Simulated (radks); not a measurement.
# Taking charge from the 5d level of Pb⁺ in fractions

An exercise on one series of results from a longer session: the logs are not shown, and one member is left open.

The numbers are computed with radks (a radial shooting solver on a logarithmic mesh, Libxc functionals) version 1 (scalar-relativistic Kohn-Sham, PBE, spin-polarised, spherical densities, finite nucleus; open shells are filled with parallel spins first), except any that are marked as measured or tabulated.

## What is computed

| Quantity | Value |
| --- | --- |
| element | lead (Z = 82) |
| charge | +1 |
| electrons | 81 |
| configuration | [Xe] 4f14 5d(up 5, down 5) 6s2 6p1 |
| nuclear rms radius | 5.5012 fm |

A shell typed twice in an input gives spin up, then spin down.

Set-up of the first run:

Input:

```text
Z 82
configuration [Xe] 4f14 5d5 5d5 6s2 6p1
relativity scalar-relativistic
functional pbe,pbe
spin polarised
nucleus finite rms 5.5012 fm
c 137.035999084
```

Among the steps run: Start: [Xe] 4f14 5d(up 5, down 5) 6s2 6p1.

One table of the session follows, with a row left open; its other results are not shown here.

It belongs to the step «Start: [Xe] 4f14 5d(up 5, down 5) 6s2 6p1». Sizes of the orbitals, from the radial functions (bohr):

| level | <r> | outermost maximum (interpolated) | 90 % within | nodes |
| --- | --- | --- | --- | --- |
| 5p up | 0.9772 | 0.882 | 1.41 | 3 |
| 5p down | 0.9769 | 0.882 | 1.41 | 3 |
| 5d up | 1.303 | 1.07 | 1.98 | 2 |
| 5d down | 1.297 | 1.07 | 1.96 | 2 |
| 6s up | 2.252 | 1.95 | 3.28 | 5 |
| 6s down | 2.239 | 1.94 | 3.27 | 5 |
| 6p up | ? | ? | ? | ? |
| 6p down | 3.004 | 2.51 | 4.47 | 4 |

Q: Estimate the row for 6p up from the others.

The run gave: <r>: 3.004; outermost maximum (interpolated): 2.52; 90 % within: 4.46; nodes: 4.
